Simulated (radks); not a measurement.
# Ionising tungsten step by step, W¹⁹⁺ to W³⁷⁺

Wanted: the ionisation ladder of tungsten and its errors against NIST. Each value is a difference of total energies (Δ-SCF).

Program: radks (a radial shooting solver on a logarithmic mesh, Libxc functionals) version 1. Level of theory: scalar-relativistic Kohn-Sham, SCAN, spin-polarised, spherical densities, finite nucleus; open shells are filled with parallel spins first. These are calculated values, not measurements, unless marked.

## 1. Starting point

| Property | Result |
| --- | --- |
| element | tungsten (Z = 74) |
| charges | 19 to 37 |
| first configuration | [Kr] 4d10 4f9 |
| last configuration | [Kr] 4d1 |

The outer shells:

W¹⁹⁺
```
[Kr] core
4d [↑↓][↑↓][↑↓][↑↓][↑↓]
4f [↑↓][↑↓][↑ ][↑ ][↑ ][↑ ][↑ ]
```

W³⁷⁺
```
[Kr] core
4d [↑ ][  ][  ][  ][  ]
```

## 2. W¹⁹⁺, [Kr] 4d10 4f9

Settings of this run:

```text
Z 74
configuration [Kr] 4d10 4f9 5s0 5p0
relativity scalar-relativistic
functional scan,scan
spin polarised
nucleus finite rms 5.3658 fm
c 137.035999084
```

## 3. W²⁰⁺, [Kr] 4d10 4f8

Settings of this run:

```text
Z 74
configuration [Kr] 4d10 4f8
relativity scalar-relativistic
functional scan,scan
spin polarised
nucleus finite rms 5.3658 fm
c 137.035999084
```

## 4. W²¹⁺, [Kr] 4d10 4f7

Changes since step 3:

```diff
@@ -1,3 +1,3 @@
 Z 74
-configuration [Kr] 4d10 4f8
+configuration [Kr] 4d10 4f7
 relativity scalar-relativistic
```

## 5. W²²⁺, [Kr] 4d10 4f6

Changes since step 4:

```diff
@@ -1,3 +1,3 @@
 Z 74
-configuration [Kr] 4d10 4f7
+configuration [Kr] 4d10 4f6 5s0 5p0
 relativity scalar-relativistic
```

## 6. W²³⁺, [Kr] 4d10 4f5

Settings of this run:

```text
Z 74
configuration [Kr] 4d10 4f5 5s0 5p0
relativity scalar-relativistic
functional scan,scan
spin polarised
nucleus finite rms 5.3658 fm
c 137.035999084
```

## 7. W²⁴⁺, [Kr] 4d10 4f4

Settings of this run:

```text
Z 74
configuration [Kr] 4d10 4f4 5s0 5p0
relativity scalar-relativistic
functional scan,scan
spin polarised
nucleus finite rms 5.3658 fm
c 137.035999084
```

## 8. W²⁵⁺, [Kr] 4d10 4f3

Settings of this run:

```text
Z 74
configuration [Kr] 4d10 4f3
relativity scalar-relativistic
functional scan,scan
spin polarised
nucleus finite rms 5.3658 fm
c 137.035999084
```

## 9. W²⁶⁺, [Kr] 4d10 4f2

Changes since step 8:

```diff
@@ -1,3 +1,3 @@
 Z 74
-configuration [Kr] 4d10 4f3
+configuration [Kr] 4d10 4f2 5s0 5p0
 relativity scalar-relativistic
```

## 10. W²⁷⁺, [Kr] 4d10 4f1

Settings of this run:

```text
Z 74
configuration [Kr] 4d10 4f1 5s0 5p0
relativity scalar-relativistic
functional scan,scan
spin polarised
nucleus finite rms 5.3658 fm
c 137.035999084
```

## 11. W²⁸⁺, [Kr] 4d10

Settings of this run:

```text
Z 74
configuration [Kr] 4d10 5s0 5p0
relativity scalar-relativistic
functional scan,scan
spin polarised
nucleus finite rms 5.3658 fm
c 137.035999084
```

## 12. W²⁹⁺, [Kr] 4d9

Settings of this run:

```text
Z 74
configuration [Kr] 4d9 5s0 5p0
relativity scalar-relativistic
functional scan,scan
spin polarised
nucleus finite rms 5.3658 fm
c 137.035999084
```

## 13. W³⁰⁺, [Kr] 4d8

Changes since step 12:

```diff
@@ -1,3 +1,3 @@
 Z 74
-configuration [Kr] 4d9 5s0 5p0
+configuration [Kr] 4d8
 relativity scalar-relativistic
```

## 14. W³¹⁺, [Kr] 4d7

Changes since step 13:

```diff
@@ -1,3 +1,3 @@
 Z 74
-configuration [Kr] 4d8
+configuration [Kr] 4d7 5s0 5p0
 relativity scalar-relativistic
```

## 15. W³²⁺, [Kr] 4d6

Changes since step 14:

```diff
@@ -1,3 +1,3 @@
 Z 74
-configuration [Kr] 4d7 5s0 5p0
+configuration [Kr] 4d6 5s0 5p0
 relativity scalar-relativistic
```

## 16. W³³⁺, [Kr] 4d5

Changes since step 15:

```diff
@@ -1,3 +1,3 @@
 Z 74
-configuration [Kr] 4d6 5s0 5p0
+configuration [Kr] 4d5 5s0 5p0
 relativity scalar-relativistic
```

## 17. W³⁴⁺, [Kr] 4d4

Changes since step 16:

```diff
@@ -1,3 +1,3 @@
 Z 74
-configuration [Kr] 4d5 5s0 5p0
+configuration [Kr] 4d4
 relativity scalar-relativistic
```

## 18. W³⁵⁺, [Kr] 4d3

Changes since step 17:

```diff
@@ -1,3 +1,3 @@
 Z 74
-configuration [Kr] 4d4
+configuration [Kr] 4d3
 relativity scalar-relativistic
```

## 19. W³⁶⁺, [Kr] 4d2

Changes since step 18:

```diff
@@ -1,3 +1,3 @@
 Z 74
-configuration [Kr] 4d3
+configuration [Kr] 4d2
 relativity scalar-relativistic
```

## 20. W³⁷⁺, [Kr] 4d1

Changes since step 19:

```diff
@@ -1,3 +1,3 @@
 Z 74
-configuration [Kr] 4d2
+configuration [Kr] 4d1
 relativity scalar-relativistic
```

Q: Predict the outcome of this session. Wanted: for each run, species; configuration; Δ-SCF; −ε(HOMO); NIST; error.

The runs gave:

```tsv
species	configuration	Δ-SCF (eV)	−ε(HOMO) (eV)	NIST (eV)	error (%)
W¹⁹⁺	[Kr] 4d10 4f9	499.32	479.22	503 (semi-emp.)	-0.7
W²⁰⁺	[Kr] 4d10 4f8	540.26	519.66	543 (semi-emp.)	-0.6
W²¹⁺	[Kr] 4d10 4f7	597.15	575.38	595 (semi-emp.)	+0.4
W²²⁺	[Kr] 4d10 4f6	641.52	619.23	641 (semi-emp.)	+0.1
W²³⁺	[Kr] 4d10 4f5	686.96	664.15	686 (semi-emp.)	+0.2
W²⁴⁺	[Kr] 4d10 4f4	733.42	710.11	734 (semi-emp.)	-0.1
W²⁵⁺	[Kr] 4d10 4f3	780.82	757.06	784 (semi-emp.)	-0.5
W²⁶⁺	[Kr] 4d10 4f2	829.18	804.97	833 (semi-emp.)	-0.5
W²⁷⁺	[Kr] 4d10 4f1	878.44	853.80	881 (semi-emp.)	-0.3
W²⁸⁺	[Kr] 4d10	1137.3	1113.9	1132 (semi-emp.)	+0.5
W²⁹⁺	[Kr] 4d9	1185.7	1162.1	1180 (semi-emp.)	+0.5
W³⁰⁺	[Kr] 4d8	1234.4	1210.7	1230 (semi-emp.)	+0.3
W³¹⁺	[Kr] 4d7	1283.5	1259.7	1283 (semi-emp.)	+0.0
W³²⁺	[Kr] 4d6	1332.8	1308.8	1335 (semi-emp.)	-0.2
W³³⁺	[Kr] 4d5	1400.5	1375.5	1387 (semi-emp.)	+1.0
W³⁴⁺	[Kr] 4d4	1452.1	1427.0	1460 (semi-emp.)	-0.5
W³⁵⁺	[Kr] 4d3	1504.0	1478.8	1512 (semi-emp.)	-0.6
W³⁶⁺	[Kr] 4d2	1556.4	1530.9	1569 (semi-emp.)	-0.8
```

Reference values: NIST Atomic Spectra Database (exp. measured, semi-emp. semi-empirical, theory a theoretical value adopted there). Per unit of the charge left behind, the cost jumps most at W²⁸⁺ ([Kr] 4d10): from 878.44 to 1137.3 eV. There the highest level belongs to another shell. The Δ-SCF values miss the measured or semi-empirical entries by -0.1 % in the signed mean; the largest miss is +1.0 % (W³³⁺). Minus the highest eigenvalue gives 96 to 98 % of the Δ-SCF value along the ladder. Open shells are spherical and high-spin; term and fine-structure splittings are not resolved. Spin-orbit splitting is averaged out at the scalar-relativistic level.
